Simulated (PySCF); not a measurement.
# C6H10S2: the cost of one run

Computed with PySCF 2.14.0 and routines of our own; the level stands in each step. Atoms count from 0.

## 1. The system as given

18 atoms, charge 0, multiplicity 1; geometry from: GFN2-xTB.

## 2. Magnetic properties: GIAO PBE0/pcSseg-1

What the job is given:

```
{"job": {"kind": "mag", "xc": "PBE0", "basis": "pcSseg-1", "isotopologues": 2}, "charge": 0, "multiplicity": 1}
C      3.432561    -0.384036    -0.094739
C      2.182477    -0.091384     0.261605
C      1.028557    -0.324250    -0.578011
S      1.140085    -0.979001    -2.075765
C     -0.290712     0.117071    -0.028062
S     -0.220324     1.965574    -0.043238
C     -1.516559    -0.406426    -0.758429
C     -2.809742     0.010828    -0.073352
H      3.644651    -0.815183    -1.059574
H      4.266335    -0.203811     0.560225
H      1.977545     0.351335     1.228345
H     -0.352355    -0.118299     1.039116
H     -0.141327     2.082612    -1.368019
H     -1.446315    -1.496784    -0.789724
H     -1.504394    -0.046922    -1.789516
H     -2.852384    -0.387855     0.938242
H     -3.666812    -0.362032    -0.627750
H     -2.880045     1.094881    -0.017771
```

Method: GIAO PBE0/pcSseg-1 magnetisability, rotational g tensor and spin-rotation constants, non-relativistic, gas phase.

On the command line:

```console
OMP_NUM_THREADS=1 python excited_run.py task.json out
```

One launch serves the whole session: the jobs run in the order shown.

**Question.** How long does this first job take on 1 thread of Arm Neoverse N1, shared host, and how much memory does it need?

About 71 s, with a peak of 0.98 GiB.
